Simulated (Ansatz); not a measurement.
CBrClF2, SMILES FC(F)(Cl)Br, a ladder of methods at one geometry

Computed with the Python package of Ansatz (0.2.0).

Notebook, run cell by cell (the value of a cell's last expression is shown):

```python
from pathlib import Path

import ansatz
import numpy as np
```

```python
geometry = (
    ansatz.Crystal.molecule()
    .atom("F", (-1.0914, -0.0051, 0.8622))
    .atom("C", (-0.0386, -0.0754, 0.0698))
    .atom("F", (0.7808, -0.9125, 0.6999))
    .atom("Cl", (-0.3997, -0.7361, -1.5021))
    .atom("Br", (0.7988, 1.6555, -0.1712))
)
```

```python
base = geometry.calculation().basis(gaussian="def2-SVP")
```

```python
print("functional    E (Ha)        dipole (D)   HOMO (eV)  LUMO (eV)")
for name in ["r2scan0", "pbe0", "b3lyp", "cam_b3lyp", "hse06"]:
    r = base.functional(name).forces().orbitals().run(runs_dir="runs").report
    lines = Path(r["orbitals_path"]).read_text().splitlines()
    field_of = lambda key: [line.split("=")[1].strip() for line in lines if line.startswith(key)]
    orbitals = [(27.211386 * float(e), s, float(n)) for e, s, n in zip(field_of("Ene="), field_of("Spin="), field_of("Occup="))]
    homo = max(e for e, _, n in orbitals if n > 0.5)
    lumo = min(e for e, _, n in orbitals if n < 0.5)
    dipole = 4.803205 * np.linalg.norm(r["charge_distribution"]["dipole_moment_e_ang"])
    print(f"{name:10s} {r['free_energy_ev'] / 27.211386246:14.6f} {dipole:9.3f} {homo:11.3f} {lumo:10.3f}")
```

    functional    E (Ha)        dipole (D)   HOMO (eV)  LUMO (eV)
    r2scan0      -3271.309711     0.559      -8.993     -1.010
    pbe0         -3270.811867     0.528      -8.702     -1.002
    b3lyp        -3271.524075     0.552      -8.329     -1.177
    cam_b3lyp    -3271.561040     0.595      -9.984      0.291
    hse06        -3270.799624     0.525      -8.298     -1.391

Caveats:
- Total energies depend on the basis set; only differences at equal settings carry meaning.
- The geometry is a force-field or estimated start, not a minimum of this method, and the basis set is short of its limit. A lower total doesn't mark the better method: functionals have no common bound, and MP2 and coupled cluster aren't variational.
- b3lyp holds the VWN-RPA fit, as in Gaussian; the form of ORCA and Turbomole is b3lyp5.
- Levels such as HOMO and LUMO are orbital energies: with these approximate functionals they aren't the ionisation energy and electron affinity, and their gap isn't the fundamental gap.
- hse06 follows the composition of plane-wave codes, whose totals differ by tens of mHa, up to about 0.1 Ha, from the form usual in Gaussian-basis programs (wpbeh).
- Hardware and time: 40 s on 1 thread of Arm Neoverse N1 (shared host), peak memory 0.3 GiB.
